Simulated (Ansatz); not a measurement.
# CH3NSTe: the cost of one run

Method: RKS PBE/def2-SVP, in Ansatz 0.2.0.

### Step 1. The structure to begin with

Bond lengths: N1–C2 1.363 Å, C2–S3 1.616 Å, C2–Te4 2.157 Å, N1–H5 1.042 Å, N1–H6 1.108 Å, Te4–H7 1.771 Å. Angles: N1–C2–S3 119.0°, N1–C2–Te4 121.8°, S3–C2–Te4 119.2°, C2–N1–H5 125.2°, C2–N1–H6 121.6°, H5–N1–H6 113.2°, C2–Te4–H7 87.5°.

Structure file:

```xyz
7

N    -0.6050    0.6848    0.6273
C     0.3572   -0.2279    0.3110
S     0.7121   -1.3922    1.3740
Te    1.4493   -0.1308   -1.5470
H    -1.1606    0.6912    1.5091
H    -0.8969    1.4882   -0.0775
H     0.2053   -1.1814   -2.2425
```

### Step 2. Relaxing end A

Input file input.yaml:

```yaml
crystal:
  periodic: [false, false, false]
  atoms:
    - { symbol: "N", position_ang: [-0.605, 0.6848, 0.6273] }
    - { symbol: C, position_ang: [0.3572, -0.2279, 0.311] }
    - { symbol: S, position_ang: [0.7121, -1.3922, 1.374] }
    - { symbol: Te, position_ang: [1.4493, -0.1308, -1.547] }
    - { symbol: H, position_ang: [-1.1606, 0.6912, 1.5091] }
    - { symbol: H, position_ang: [-0.8969, 1.4882, -0.0775] }
    - { symbol: H, position_ang: [0.2053, -1.1814, -2.2425] }
basis:
  gaussian: { orbitals: def2-SVP }
hamiltonian:
  xc: pbe
relax:
  f_tol: 0.02
  max_steps: 50
output:
  orbitals: {}
```

Launch:

```console
ansatz run input.yaml --threads 2 --pin off --max-ram 3072MiB --backend cpu --events-out ev --progress --plain --runs-dir out
```

What time and memory should one allow on 2 threads of Arm Neoverse V1, shared host?

About 27 s, with a peak of 0.14 GiB.
